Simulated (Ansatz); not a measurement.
Predict the output of the script below (Ansatz 0.2.0, Python API).

`methods_c2h4fnsi.py`
```python
'''C2H4FNSi at several levels of theory.'''

from pathlib import Path

import ansatz as az
import numpy as np

geometry_ang = [
    ('F', [-1.415, 0.9226, 0.8878]),
    ('C', [-0.5011, 0.715, -0.0353]),
    ('C', [0.8358, 0.55, 0.6398]),
    ('N', [1.3076, -0.641, 0.3453]),
    ('Si', [-0.2209, -1.0452, -0.5406]),
    ('H', [-0.4771, 1.4646, -0.8484]),
    ('H', [1.4067, 1.324, 1.2483]),
    ('H', [0.1327, -1.2682, -1.9576]),
    ('H', [-0.9803, -2.0679, 0.2435]),
]
c2h4fnsi = az.Crystal.molecule()
for symbol, xyz in geometry_ang:
    c2h4fnsi = c2h4fnsi.atom(symbol, xyz)

model = c2h4fnsi.calculation().basis(gaussian='def2-SVP')

print('functional    E (Ha)        dipole (D)   HOMO (eV)  LUMO (eV)')
for name in ['lda', 'hf', 'blyp', 'pbe0', 'pbe', 'lc_wpbe']:
    r = model.functional(name).forces().orbitals().run(threads=1, runs_dir='runs').report
    lines = Path(r['orbitals_path']).read_text().splitlines()
    field_of = lambda key: [line.split('=')[1].strip() for line in lines if line.startswith(key)]
    orbitals = [(27.211386 * float(e), s, float(n)) for e, s, n in zip(field_of('Ene='), field_of('Spin='), field_of('Occup='))]
    homo = max(e for e, _, n in orbitals if n > 0.5)
    lumo = min(e for e, _, n in orbitals if n < 0.5)
    dipole = 4.803205 * np.linalg.norm(r['charge_distribution']['dipole_moment_e_ang'])
    print(f'{name:10s} {r["free_energy_ev"] / 27.211386246:14.6f} {dipole:9.3f} {homo:11.3f} {lumo:10.3f}')
```

Running `python methods_c2h4fnsi.py` prints:
```text
functional    E (Ha)        dipole (D)   HOMO (eV)  LUMO (eV)
lda           -519.405292     1.887      -5.600     -2.172
hf            -520.540654     2.301     -10.852      3.218
blyp          -522.298734     1.865      -5.345     -1.724
pbe0          -521.994559     1.994      -7.056     -0.803
pbe           -521.957498     1.867      -5.499     -1.937
lc_wpbe       -522.130659     2.079      -9.819      1.723
```

What to keep in mind:
- Total energies depend on the basis set; only differences at equal settings carry meaning.
- The geometry is a force-field or estimated start, not a minimum of this method, and the basis set is short of its limit. A lower total doesn't mark the better method: functionals have no common bound, and MP2 and coupled cluster aren't variational.
- Levels such as HOMO and LUMO are orbital energies: with these approximate functionals they aren't the ionisation energy and electron affinity, and their gap isn't the fundamental gap.
- The whole script took 14 s on 1 thread of Arm Neoverse V2 (shared host), peak memory 0.25 GiB.
